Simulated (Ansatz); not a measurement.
Runs of Ansatz 0.2.0 on BiTe. Symmetry: R-3m, No. 166, trigonal system. The conventional cell has a = 4.845 Å, b = 4.845 Å, c = 9.952 Å, α = 90.00°, β = 90.00°, γ = 120.00°. Around Bi (site symmetry -3m) lie 6 Te at 3.25 Å. Around Te (site symmetry -3m) lie 6 Bi at 3.25 Å. The cell comes from a database or a generator and needn't be the stable form of this composition.

| level | gap on the mesh (eV) | pressure (GPa) | relaxed volume (Å³/atom) |
| --- | --- | --- | --- |
| PBEsol+D3(BJ) | none | 0.0 | 30.12 |
| PBEsol+D4 | none | 0.0 | 30.86 |
| PBEsol+D3(BJ)-ATM | none | 0.0 | 30.30 |
| PBEsol | none | 0.0 | (a) |

Alike in all rows: task relaxation of cell and atoms; potentials or basis Ansatz PAW; no spin polarisation; cell relaxed; k mesh 7 × 7 × 7; cutoff (eV) 420; smearing fermi-dirac 0.05 eV.

**Question.** Fill in the values left out.

**Answer.** (a) 31.96.

Caveats: the plane-wave basis is chosen anew once the cell has moved, so the energies of steps on either side of that aren't comparable; spin-orbit coupling is left out, which moves the levels of the heavy elements; the PAW data sets come from PBE, with cores solved anew for the run's functional, which leaves a small shift of forces and pressure; pairwise dispersion overbinds metals, which lowers pressure and volume (some runs).

A k mesh can miss the band edges, and the runs leave out spin-orbit coupling on Bi, Te.

A gap of «none» marks a metal or a gap under the smearing width.
